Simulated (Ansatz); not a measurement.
# CH3ClFNOSi: small, medium and large basis sets

The task here is to estimate one member of a computed series from the others.

Method: one geometry, several basis sets; program: Ansatz 0.2.0, Gaussian basis.

Plan: PBE0-D4/def2-SVP; ωB97M-V/def2-SVP; PBE0-D4/def2-QZVPP; ωB97M-V/def2-QZVPP; the functionals' def2-TZVPP values are taken from earlier runs.

## Structure used throughout

The geometry comes from an earlier relaxation with PBE0-D4 in a triple-zeta def2 set; it is a stationary point, not always the lowest conformer.

SMILES `C=N[Si](O)(F)Cl`, 9 atoms, charge 0, spin multiplicity 1.

Atoms are counted from 1 here; the program's logs count them from 0.

Bond lengths: C1–N2 1.258 Å, C1–H7 1.095 Å, C1–H8 1.099 Å, N2–Si3 1.712 Å, Si3–O4 1.616 Å, Si3–F5 1.584 Å, Si3–Cl6 2.031 Å, O4–H9 0.958 Å. Angles: N2–C1–H7 120.0°, N2–C1–H8 124.1°, H7–C1–H8 115.8°, C1–N2–Si3 126.9°, N2–Si3–O4 110.8°, N2–Si3–F5 113.3°, N2–Si3–Cl6 107.3°, O4–Si3–F5 105.5°, O4–Si3–Cl6 112.3°, F5–Si3–Cl6 107.7°, Si3–O4–H9 118.0°.

The first run:

in.yaml reads:

```yaml
crystal:
  periodic: [false, false, false]
  atoms:
    - {symbol: C, position_ang: [0.959344, -1.480449, -0.330705]}
    - {symbol: N, position_ang: [0.720967, -0.422370, 0.307330]}
    - {symbol: Si, position_ang: [-0.449110, 0.767977, -0.075502]}
    - {symbol: O, position_ang: [-1.431196, 1.031079, 1.180752]}
    - {symbol: F, position_ang: [-1.398164, 0.352511, -1.273387]}
    - {symbol: Cl, position_ang: [0.552725, 2.444425, -0.633582]}
    - {symbol: H, position_ang: [1.729917, -2.173276, 0.024718]}
    - {symbol: H, position_ang: [0.436752, -1.776933, -1.250601]}
    - {symbol: H, position_ang: [-1.032735, 1.210636, 2.033677]}
basis:
  gaussian: {orbitals: def2-SVP}
hamiltonian: {xc: pbe0, dispersion: d4}
output: {orbitals: {seedname: orbitals}}
```

The run is started by

```console
ansatz run in.yaml --threads 4 --pin off --events-out ev --progress --plain --max-ram 10444MiB
```

Among the steps run: PBE0-D4 in def2-SVP; ωB97M-V in def2-SVP; PBE0-D4 in def2-QZVPP; ωB97M-V in def2-QZVPP.

One table of the session follows, with a row left open; its other results are not shown here.

It belongs to the step «Functionals by basis». 

```
functional       basis  HOMO (eV)
   PBE0-D4    def2-SVP      -7.67
   PBE0-D4  def2-TZVPP      -7.80
   PBE0-D4  def2-QZVPP      -7.83
   ωB97M-V    def2-SVP      -9.99
   ωB97M-V  def2-TZVPP     -10.15
   ωB97M-V  def2-QZVPP          ?
```

**Question.** Estimate the row for ωB97M-V, def2-QZVPP.

As computed: HOMO (eV): -10.19. In the column «HOMO (eV)» it is the lowest.
